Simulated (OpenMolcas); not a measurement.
# Nb⁴⁺ in Cs2ZrCl6: CASSCF and CASPT2 levels and susceptibility

Which state of Nb⁴⁺ lies lowest among these ligands, how large is the field, and what χT follows?

Program: OpenMolcas 26.06. Level of theory: state-averaged CASSCF and CASPT2, spin-orbit coupling by RASSI with atomic mean-field integrals. These are calculated values, not measurements, unless marked.

### Step 1. The system

| Property | Result |
| --- | --- |
| Species | Nb⁴⁺ (niobium, Z = 41, 37 electrons) |
| Basis | ANO-RCC-VDZP [6s5p3d1f], 151 functions with the ligands |
| Scalar Hamiltonian | DKH2, point nucleus |
| Inactive shells | 1s 2s 2p 3s 3p 3d 4s 4p of the metal, and all ligand shells |
| Active space | 1 electron in 5 orbitals (4d) |
| Some configurations of this space | 4d |
| Orbitals | optimised for each spin and parity, averaged over all roots |

Outer shells as boxes (Hund's rule):

4d
```
4d [↑ ][  ][  ][  ][  ]
```

Nb⁴⁺ is taken with its 6 nearest chloride ions at 2.281 Å, on the cation site of Cs2ZrCl6 (a = 10.407 Å). The rest of the host is ab initio model potentials to 7.6 Å and point charges beyond; the distance is set by hand, nothing relaxes, and no local charge compensation is placed. Ligand basis ANO-RCC-VDZP.

```xyz
15

Nb    0.0000    0.0000    0.0000
Cl    2.2810    0.0000    0.0000
Cl    0.0000    2.2810    0.0000
Cl   -2.2810    0.0000    0.0000
Cl    0.0000   -2.2810    0.0000
Cl    0.0000    0.0000    2.2810
Cl    0.0000    0.0000   -2.2810
Cs    2.6018   -2.6018   -2.6018
Cs   -2.6018    2.6018    2.6018
Cs    2.6018   -2.6018    2.6018
Cs   -2.6018    2.6018   -2.6018
Cs    2.6018    2.6018   -2.6018
Cs   -2.6018   -2.6018    2.6018
Cs    2.6018    2.6018    2.6018
Cs   -2.6018   -2.6018   -2.6018
```

Each step is its own input file, run in one work folder so that later steps find the files of earlier ones. Labels, J, g values, rates, χT and fits are worked out afterwards by a script from the matrices that RASSI stores.

### Step 2. GATEWAY and SEWARD: basis and integrals

The input, a.inp:

```
&GATEWAY
Basis set
Nb.ANO-RCC-VDZP.
Nb1 0.0 0.0 0.0 Angstrom
End of basis
Basis set
Cl.ANO-RCC-VDZP.
L1 2.281000 0.000000 0.000000 Angstrom
L2 0.000000 2.281000 0.000000 Angstrom
L3 0.000000 0.000000 2.281000 Angstrom
End of basis
Basis set
Cs.EMB-AIMP.Seijo.0s.0s.ECP.Cs2ZrCl6.
PseudoCharge
* 4 symmetry-unique lattice sites within 7.6 angstrom
End of basis
Basis set
Cl.EMB-AIMP.Seijo.0s.0s.ECP.Cs2ZrCl6.
PseudoCharge
* 12 symmetry-unique lattice sites within 7.6 angstrom
End of basis
Basis set
Zr.EMB-AIMP.Seijo.0s.0s.ECP.Cs2ZrCl6.
PseudoCharge
* 6 symmetry-unique lattice sites within 7.6 angstrom
End of basis
Symmetry
XYZ
AngMom=0.0 0.0 0.0
AMFI
RICD
XField
1385 Angstrom 0
* Evjen-weighted lattice charges
&SEWARD
```

The run is started by

```console
$ OMP_NUM_THREADS=1 MOLCAS_MEM=2457 MOLCAS_PROJECT=a pymolcas a.inp > a.log
```

### Step 3. Reference wave functions, doublets, 5 roots

The input, a.inp:

```
&RASSCF
FileOrb=start.orb
Symmetry=1
Spin=2
nActEl=1 0 0
Inactive=36 36
Ras2=5 0
CIRoot=5 5 1
SDav=5
CIMx=300
Iter=150 100
PrWF=0.3
OrbListing=Nothing
MaxOrb=0
LevShft=1.0
>>> COPY $Project.JobIph JOB001
```

start.orb holds start orbitals that the driver prepared beforehand, or those of the step before.

### Step 4. RASSI: spin-orbit coupling between the states

The input, a.inp:

```
&RASSI
NrOfJobIphs=1 5
1 2 3 4 5
IphNames
JOB001
EJob
SpinOrbit
DIPRint=1.0
SOCoupling=1000.0
Subsets=2
Property=9
'ANGMOM' 1 'ANGMOM' 2 'ANGMOM' 3 'MLTPL  1' 1 'MLTPL  1' 2 'MLTPL  1' 3
'AMFI' 1 'AMFI' 2 'AMFI' 3
SOProperty=3
'ANGMOM' 1 'ANGMOM' 2 'ANGMOM' 3
```

### Step 5. CASPT2: IPEA 0.25, imaginary shift 0.1 (closed shells correlated: 4s 4p of the metal, with ligand shells; the Frozen line counts the rest)

The input, a.inp:

```
>>> COPY JOB001 $Project.JobIph
&CASPT2
Multistate=5 1 2 3 4 5
NoMult
Frozen=23 21
IPEA=0.25
Imaginary=0.1
MaxIter=60
WThr=0.0 0.3 0.05
PrWF=0.5
NoMix
```

(Steps that only read results are left out.)

Q: Predict the outcome of this session. Wanted: spin-free ground state; first state of the same spin within the active space; lowest level; next level.

The runs gave:

| quantity | value |
| --- | --- |
| method | SS-CASPT2, IPEA 0.25, imaginary shift 0.1 (closed shells correlated: 4s 4p of the metal, with ligand shells; the Frozen line counts the rest) |
| spin-free ground state | 2T2, 3-fold in its orbital part |
| first state of the same spin within the active space | 2E at 33700 cm⁻¹ |
| lowest level | 4-fold Γ8 |
| next level | 842.4 cm⁻¹ |
| χT at 300 K | 0.17 cm³ K/mol |
| effective moment at 300 K | 1.17 μB |

Cost by method:

```tsv
method	time of its own steps	time with the reference
A. CASSCF	9.7 s	9.7 s
B. SS-CASPT2, IPEA 0.25, imaginary shift 0.1, +4s 4p	11 s	21 s
```

Times are of one thread on a shared host.

What this shows: The spin-free ground state (2T2) is 3-fold and keeps the highest spin of the shell. χT at 300 K is 0.17, against 0.38 cm³ K/mol for the spin alone, so orbital moment lowers it. A ligand-field fit to the states below 45000 cm-1 gives 10Dq = 33726 cm-1, the gap between the two states. CASPT2 does not keep the components of a term degenerate, and the means are used. The bonds are covalent and no ligand orbital is active, so the numbers are rough.
